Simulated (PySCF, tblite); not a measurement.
# C10H8O: excited states

What do calculations give for the excited states of C10H8O (`CC(=O)C1=CC2=CC=CC2=C1`)?

Programs: tblite 0.8.0 and PySCF 2.14.0, with routines of our own; each step states its level. All values are computed. Atoms count from 0.

### Step 1. The system as given

19 atoms, charge 0, multiplicity 1; geometry from: force field or distance geometry start.

### Step 2. Optimising the geometry with GFN2-xTB

Job settings and geometry (Å):

```
{"job": {"kind": "relax", "xc": "GFN2-xTB", "basis": "xTB"}, "charge": 0, "multiplicity": 1}
C      3.312700     0.064000    -0.810600
C      2.378600    -0.243600     0.324600
O      2.948100    -0.622900     1.398600
C      0.932500    -0.117800     0.196800
C      0.248700     0.253400    -0.854400
C     -1.178400     0.230600    -0.540500
C     -2.422400     0.430500    -0.934300
C     -3.348200     0.137200     0.157100
C     -2.657500    -0.256800     1.237300
C     -1.256700    -0.214100     0.866700
C     -0.007100    -0.424600     1.296500
H      2.624100     0.258300    -1.666900
H      4.020800    -0.747700    -0.998800
H      3.789200     1.027500    -0.538900
H      0.610800     0.555800    -1.834700
H     -2.655500     0.768300    -1.938200
H     -4.446500     0.201900     0.141400
H     -3.105700    -0.538400     2.185000
H      0.202700    -0.752400     2.305900
```

On the command line:

```console
$ OMP_NUM_THREADS=1 python excited_run.py task.json out
```

The driver reads the jobs from task.json and runs them one after another.

The program printed:

```text
step      E/eV     max force
  0    -801.01713    4.330
  1    -801.23902    4.394
  2    -801.41397    1.193
  3    -801.45624    0.639
  4    -801.49771    0.477
  5    -801.53423    0.344
  6    -801.54191    0.240
  7    -801.55055    0.162
  8    -801.55437    0.137
  9    -801.55761    0.120
 10    -801.55951    0.120
 11    -801.56079    0.080
 12    -801.56158    0.065
 13    -801.56210    0.043
 14    -801.56244    0.042
 15    -801.56272    0.042
 16    -801.56301    0.053
 17    -801.56328    0.048
 18    -801.56354    0.038
 19    -801.56386    0.041
 20    -801.56428    0.048
 21    -801.56469    0.051
 22    -801.56498    0.037
 23    -801.56518    0.026
 24    -801.56537    0.030
 25    -801.56560    0.040
 26    -801.56587    0.047
 27    -801.56621    0.042
 28    -801.56656    0.037
 29    -801.56684    0.033
 30    -801.56699    0.026
 31    -801.56708    0.021
 32    -801.56716    0.022
 33    -801.56726    0.027
 34    -801.56737    0.033
 35    -801.56748    0.039
 36    -801.56759    0.043
 37    -801.56774    0.043
 38    -801.56797    0.039
 39    -801.56833    0.048
 40    -801.56884    0.056
 41    -801.56956    0.079
 42    -801.57063    0.106
 43    -801.57234    0.137
 44    -801.57504    0.150
 45    -801.57723    0.302
 46    -801.57338    0.320
 47    -801.58376    0.180
 48    -801.58506    0.068
 49    -801.58784    0.124
 50    -801.58902    0.316
 51    -801.59182    0.121
 52    -801.59338    0.101
 53    -801.59601    0.154
 54    -801.59741    0.117
 55    -801.60038    0.083
 56    -801.60216    0.088
 57    -801.60234    0.170
 58    -801.60306    0.104
 59    -801.60369    0.073
 60    -801.60417    0.063
 61    -801.60500    0.081
 62    -801.60548    0.070
 63    -801.60593    0.057
 64    -801.60627    0.033
 65    -801.60649    0.031
 66    -801.60664    0.035
 67    -801.60682    0.036
 68    -801.60704    0.044
 69    -801.60733    0.038
 70    -801.60775    0.039
 71    -801.60811    0.034
 72    -801.60841    0.039
 73    -801.60869    0.036
 74    -801.60889    0.028
 75    -801.60904    0.022
 76    -801.60916    0.024
 77    -801.60927    0.021
 78    -801.60938    0.024
 79    -801.60946    0.025
 80    -801.60955    0.025
 81    -801.60963    0.021
 82    -801.60975    0.019
 83    -801.60983    0.025
 84    -801.61003    0.033
 85    -801.61016    0.027
 86    -801.61025    0.022
 87    -801.61031    0.020
 88    -801.61038    0.019
 89    -801.61046    0.017
 90    -801.61053    0.017
 91    -801.61059    0.017
 92    -801.61065    0.018
 93    -801.61073    0.017
 94    -801.61080    0.015
 95    -801.61084    0.013
 96    -801.61085    0.012
 97    -801.61087    0.010
```

It took 0.8 s on 1 thread of Arm Neoverse V1, shared host; peak memory 0.18 GiB.

Along the way: (not every step is listed)

```
step  energy from step 0 (eV)  largest force (eV/Å)
   0                   0.0000                4.3302
   1                  -0.2219                4.3937
   2                  -0.3968                1.1934
   3                  -0.4391                0.6395
   4                  -0.4806                0.4771
   5                  -0.5171                0.3444
   6                  -0.5248                0.2397
   7                  -0.5334                0.1621
   8                  -0.5372                0.1375
  16                  -0.5459                0.0534
  24                  -0.5482                0.0297
  32                  -0.5500                0.0216
  40                  -0.5517                0.0563
  48                  -0.5679                0.0681
  56                  -0.5850                0.0880
  64                  -0.5891                0.0331
  72                  -0.5913                0.0388
  80                  -0.5924                0.0249
  88                  -0.5933                0.0186
  92                  -0.5935                0.0183
  93                  -0.5936                0.0175
  94                  -0.5937                0.0150
  95                  -0.5937                0.0128
  96                  -0.5937                0.0116
  97                  -0.5937                0.0098
```

Distances of close pairs at the start and the end, largest changes first:

```
  bond  before (Å)  after (Å)  change (Å)
 C1–O2       1.273      1.215      -0.058
 C3–C4       1.308      1.363      +0.056
 C5–C6       1.320      1.356      +0.036
C0–H11       1.116      1.088      -0.028
C7–H16       1.100      1.075      -0.026
 C5–C9       1.478      1.455      -0.023
C0–H13       1.109      1.088      -0.021
 C4–C5       1.461      1.446      -0.015
```

The end geometry stands in the next job.

### Step 3. Infrared spectrum with GFN2-xTB

Job settings and geometry (Å):

```
{"job": {"kind": "ir", "xc": "GFN2-xTB", "basis": "xTB"}, "charge": 0, "multiplicity": 1}
C      3.235154     0.074560    -0.813429
C      2.392111    -0.339228     0.372108
O      2.884428    -0.789082     1.387778
C      0.949260    -0.166150     0.223640
C      0.244575     0.301119    -0.845879
C     -1.155634     0.272722    -0.485731
C     -2.410689     0.537886    -0.925158
C     -3.339678     0.203429     0.154804
C     -2.658627    -0.259188     1.224762
C     -1.243956    -0.240178     0.872752
C     -0.000067    -0.511182     1.312333
H      2.957293    -0.509019    -1.688194
H      4.285134    -0.091869    -0.587821
H      3.074452     1.127591    -1.033374
H      0.632666     0.635120    -1.790004
H     -2.718040     0.922394    -1.882175
H     -4.404272     0.325689     0.072803
H     -3.061754    -0.581738     2.165925
H      0.327840    -0.903624     2.257399
```

The program printed:

```text
mode    cm-1     km/mol
  1      58.4      3.48
  2      85.7      0.06
  3     143.0      0.30
  4     149.3      5.73
  5     171.8      5.99
  6     295.7      0.68
  7     330.3      0.74
  8     400.6      2.04
  9     471.4      2.74
 10     500.8      2.83
 11     524.8      2.30
 12     599.9     24.51
 13     612.3      3.63
 14     649.7      2.73
 15     688.2      8.03
 16     754.3      5.81
 17     788.6     20.72
 18     804.3      1.30
 19     830.0      7.43
 20     849.2      0.25
 21     867.3      0.15
 22     879.3      8.15
 23     890.9      1.98
 24     969.2     45.44
 25     988.0     18.50
 26     997.1     37.84
 27    1048.4      2.32
 28    1072.3      1.09
 29    1110.4     25.00
 30    1129.4     11.90
 31    1170.6    114.07
 32    1204.5      1.99
 33    1260.4     18.84
 34    1273.9    169.42
 35    1330.2      2.01
 36    1366.1     32.83
 37    1459.8      4.95
 38    1465.9      9.91
 39    1482.5    248.93
 40    1541.7    108.82
 41    1617.3     49.34
 42    1635.6    103.55
 43    1703.7    370.03
 44    3029.0     15.71
 45    3032.2      6.22
 46    3057.0     14.77
 47    3120.7     17.21
 48    3136.9     23.24
 49    3143.6     14.46
 50    3145.6      8.09
 51    3154.2     35.25
```

It took 0.84 s on 1 thread of Arm Neoverse V1, shared host; peak memory 0.18 GiB.

The strongest bands and the atoms that carry them (share of the mass-weighted mode):

```
cm⁻¹  km/mol                                 atoms
 969    45.4  C0 24 %, H11 16 %, C1 15 %, H13 14 %
1171   114.1           C1 20 %, H18 16 %, H15 12 %
1274   169.4                      C3 40 %, C1 27 %
1482   248.9    C8 24 %, C4 17 %, C5 17 %, C7 16 %
1542   108.8    C3 35 %, C7 20 %, C4 20 %, C8 17 %
1617    49.3             C5 42 %, C6 23 %, C7 10 %
1636   103.5                     C9 54 %, C10 32 %
1704   370.0                      C1 60 %, O2 36 %
```

### Step 4. Excited states: TDA LC-wPBE/def2-SVP

Settings changed since step 3:

```diff
@@ -1,2 +1,2 @@
-{"job": {"kind": "ir", "xc": "GFN2-xTB", "basis": "xTB"}, "charge": 0, "multiplicity": 1}
+{"job": {"kind": "states", "xc": "LC-wPBE", "basis": "def2-SVP", "tda": true, "soc": true, "nstates": 5, "ntriplets": 4, "nquad": 4}, "charge": 0, "multiplicity": 1}
 C      3.235154     0.074560    -0.813429
```

Method: TDA LC-wPBE/def2-SVP excited states, vertical, gas phase, spin-orbit mean-field couplings.

The program printed:

```text
coarse grid: 16912 points
cycle   1  E = -460.0785433080  dE =  2.969e+00  |g| = 8.784e-01  |ddm| = 5.329e+00
cycle   2  E = -459.9707168643  dE =  1.078e-01  |g| = 1.259e+00  |ddm| = 3.137e+00
cycle   3  E = -460.2656424552  dE = -2.949e-01  |g| = 7.852e-02  |ddm| = 2.019e+00
cycle   4  E = -460.2684783311  dE = -2.836e-03  |g| = 4.625e-02  |ddm| = 2.014e-01
cycle   5  E = -460.2695229622  dE = -1.045e-03  |g| = 1.912e-02  |ddm| = 9.597e-02
cycle   6  E = -460.2698970682  dE = -3.741e-04  |g| = 1.099e-02  |ddm| = 5.197e-02
cycle   7  E = -460.2700961143  dE = -1.990e-04  |g| = 7.053e-03  |ddm| = 3.950e-02
cycle   8  E = -460.2702354092  dE = -1.393e-04  |g| = 3.842e-03  |ddm| = 4.438e-02
cycle   9  E = -460.2702613097  dE = -2.590e-05  |g| = 1.542e-03  |ddm| = 1.926e-02
cycle  10  E = -460.2702655908  dE = -4.281e-06  |g| = 7.132e-04  |ddm| = 8.325e-03
final grid: 166264 points
cycle  11  E = -460.3599346120  dE = -3.276e-05  |g| = 3.948e-03  |ddm| = 3.134e-02
cycle  12  E = -460.3599359983  dE = -1.386e-06  |g| = 3.735e-03  |ddm| = 9.564e-03
cycle  13  E = -460.3599387097  dE = -2.711e-06  |g| = 8.357e-04  |ddm| = 4.643e-03
cycle  14  E = -460.3599388663  dE = -1.566e-07  |g| = 1.818e-04  |ddm| = 9.703e-04
cycle  15  E = -460.3599388866  dE = -2.026e-08  |g| = 6.395e-05  |ddm| = 5.490e-04
cycle  16  E = -460.3599388925  dE = -5.867e-09  |g| = 4.724e-05  |ddm| = 1.892e-04
cycle  17  E = -460.3599388855  dE =  6.933e-09  |g| = 2.572e-05  |ddm| = 2.059e-04
cycle  18  E = -460.3599388873  dE = -1.762e-09  |g| = 1.168e-05  |ddm| = 1.557e-04
cycle  19  E = -460.3599388876  dE = -3.030e-10  |g| = 5.188e-06  |ddm| = 7.152e-05
converged SCF energy = -460.3599388876

Singlet excitations
state   eV       nm        f     d(h-e)  d(exc)  Lambda  PR(NTO)  |dmu|/D   mu/D   main configurations
  1   2.0023   619.2   0.00550   0.134   2.964   0.768   1.018    0.575    3.407   H->L 0.97
  2   3.7930   326.9   0.00007   1.630   3.098   0.355   1.023    4.736    2.840   H-1->L 0.58, H-1->L+1 0.36
  3   4.3427   285.5   0.16661   0.258   2.821   0.810   1.252    0.725    3.608   H-2->L 0.87
  4   5.1542   240.5   0.00007   0.207   2.716   0.492   1.181    0.344    3.050   H-4->L 0.82, H-1->L+1 0.08
  5   5.5346   224.0   0.00018   1.967   3.561   0.411   1.251                     H-1->L+1 0.38, H-1->L 0.30, H-6->L 0.11

Triplet excitations (Tamm-Dancoff)
state   eV     d(h-e)  d(exc)  Lambda  PR(NTO)   main configurations
  1   0.8916   0.093   2.801   0.766   1.092   H->L 0.94
  2   2.0238   0.063   2.588   0.814   1.078   H-2->L 0.92
  3   3.2226   0.249   2.564   0.735   2.084   H-3->L 0.44, H->L+1 0.40
  4   3.2644   1.334   2.826   0.376   1.025   H-1->L+1 0.46, H-1->L 0.46
S1 - T1 = 1.1107 eV

Spin-orbit couplings |<S|Hso|T>| (cm-1)
             T1       T2       T3       T4
S0        0.049    0.028    3.267   48.049
S1        0.004    0.026    0.374    5.548
S2        7.351    0.279   12.490    0.863
S3        0.027    0.009    0.037    0.992
S4        0.780    3.407    5.042    0.466
S5        3.587    2.581    1.070    0.887
T1 sublevels (cm-1): 0.000 0.000 0.000   radiative rates (1/s): 0.000516 9.7e-07 8.22e-05
```

Wall time 94 s (1 thread of Arm Neoverse V1, shared host); peak memory 0.86 GiB.

Key values:

```
  quantity    value
S1 less T1  1.11 eV
```

Orbitals, density, ELF and potential are computed afterwards from the orbital file.

Frontier orbitals at LC-wPBE/def2-SVP, with the share of their density that lies nearest to each atom:

```
orbital  energy (eV)                                                     lies on
   HOMO        -8.47  C3, C5, C7 about 16 % each; C8, C9 about 12 % each; C4 9 %
   LUMO        -1.20    C4, C6 about 16 % each; C10 14 %; C3, C8 about 10 % each
```

ELF in a plane through or near 17 of the atoms.

Ten even steps from ' ' (0.00) to '@' (1.00):
```
                                                        
                                                        
                                                        
                ....    ++@@%%--                        
            ::++####==  %%@@@@%%      %%@@%%::          
          ..++%%%%@@##  %%@@@@##    ::@@@@@@##          
          ..**@@==**==  ++%%++++--::==@@@@@@++          
            ::**##%%::..**--**##++##****@@**..          
      --%%**....==%%%%##++@@++##@@==**==**..            
      %%@@@@@@**@@++%%====++  ++##++--%%**++####==      
      %%@@@@@@--++++--++@@##==++**==..--##%%@@@@@@      
      --##%%**::++::  --::@@@@--..%%==@@++@@@@@@@@      
          ..::++++....%%@@**##**##******==--##%%==      
              ::..  --@@@@@@::..--++##%%--    ..        
                    ==@@@@@@    ..%%@@@@##              
                    ..%%@@++      %%@@@@%%              
                                  ==@@%%--              
                                                        
                                                        
                                                        
```
The map spans 14.0 Å across and 10.1 Å up, centred on the molecule. Atoms in the plane (x, y in Å): C0 (-3.3, -0.4), C1 (-2.3, 0.7), O2 (-2.7, 1.9), C3 (-0.9, 0.4), C4 (-0.3, -0.9), C5 (1.1, -0.7), C6 (2.3, -1.3), C7 (3.3, -0.3), C8 (2.8, 0.9), C9 (1.3, 0.8), C10 (0.2, 1.4), H12 (-4.3, -0.1), H14 (-0.8, -1.8), H15 (2.5, -2.4), H16 (4.4, -0.5), H17 (3.3, 1.9), H18 (-0.1, 2.5).

log10 of the density (e/Å³) in the same plane.

Values, 10 rows by 14 columns:
```
-4.0 -4.0 -4.0 -4.0 -4.0 -4.0 -4.0 -4.0 -4.0 -4.0 -4.0 -4.0 -4.0 -4.0
-4.0 -4.0 -4.0 -4.0 -3.5 -3.6 -2.9 -2.7 -3.5 -3.9 -3.7 -4.0 -4.0 -4.0
-4.0 -4.0 -4.0 -1.8 -0.6 -1.2 -1.0 -0.6 -2.0 -2.0 -1.4 -2.4 -4.0 -4.0
-4.0 -4.0 -3.0 -1.0  1.2 -0.4 -0.4  0.3 -0.6 -0.5  0.3 -1.5 -3.4 -4.0
-4.0 -3.2 -1.6 -0.9  0.1  0.2  0.3  0.1  2.0  0.3  0.1 -1.4 -2.6 -4.0
-4.0 -2.7 -0.8  0.3  0.3 -0.4  0.3 -0.1  0.3 -0.3  1.4  0.1 -1.6 -3.5
-4.0 -3.5 -2.0 -0.8 -0.5 -1.2  0.3 -0.1  0.0  1.7 -0.4 -1.0 -2.1 -3.8
-4.0 -4.0 -3.3 -2.4 -2.1 -1.6 -0.7 -1.6 -1.3  0.2 -1.0 -2.7 -3.6 -4.0
-4.0 -4.0 -4.0 -4.0 -3.9 -3.2 -2.7 -3.2 -2.5 -1.7 -2.2 -3.7 -4.0 -4.0
-4.0 -4.0 -4.0 -4.0 -4.0 -4.0 -4.0 -4.0 -4.0 -3.6 -3.9 -4.0 -4.0 -4.0
```
The map spans 14.0 Å across and 10.1 Å up, centred on the molecule. Atoms in the plane (x, y in Å): C0 (-3.3, -0.4), C1 (-2.3, 0.7), O2 (-2.7, 1.9), C3 (-0.9, 0.4), C4 (-0.3, -0.9), C5 (1.1, -0.7), C6 (2.3, -1.3), C7 (3.3, -0.3), C8 (2.8, 0.9), C9 (1.3, 0.8), C10 (0.2, 1.4), H12 (-4.3, -0.1), H14 (-0.8, -1.8), H15 (2.5, -2.4), H16 (4.4, -0.5), H17 (3.3, 1.9), H18 (-0.1, 2.5).

On the surface of density 0.002 e/bohr³ the electrostatic potential runs, from the 1st to the 99th percentile, from -1.74 V near O2 to 1.19 V near H14.

### Step 5. Outcome

| quantity | value |
| --- | --- |
| strongest single infrared mode (GFN2-xTB) | 1704 cm⁻¹, 370 km/mol |
| zero-point energy (GFN2-xTB) | 90.1 kcal/mol |
| S1 less T1 (step 4, TDA LC-wPBE/def2-SVP) | 1.11 eV |
| potential on the surface of density 0.002 e/bohr³, 1st and 99th percentile | -1.74 V and 1.19 V |

In words: All 51 modes are real, so the xTB geometry is a minimum. The strongest single mode, at 1704 cm⁻¹, moves mainly C1 and O2. Unscaled tight-binding wavenumbers are off by several per cent, some by more. Its intensities can rank the bands wrongly. In step 4, the number of triplets below S1 is 1, and the largest singlet-triplet spin-orbit coupling is S0–T4, 48.05 cm⁻¹. By nearest atom (LC-wPBE/def2-SVP), the HOMO sits on C3, C5, C7 about 16 % each; C8, C9 about 12 % each and the LUMO on C4, C6 about 16 % each; C10 14 %.
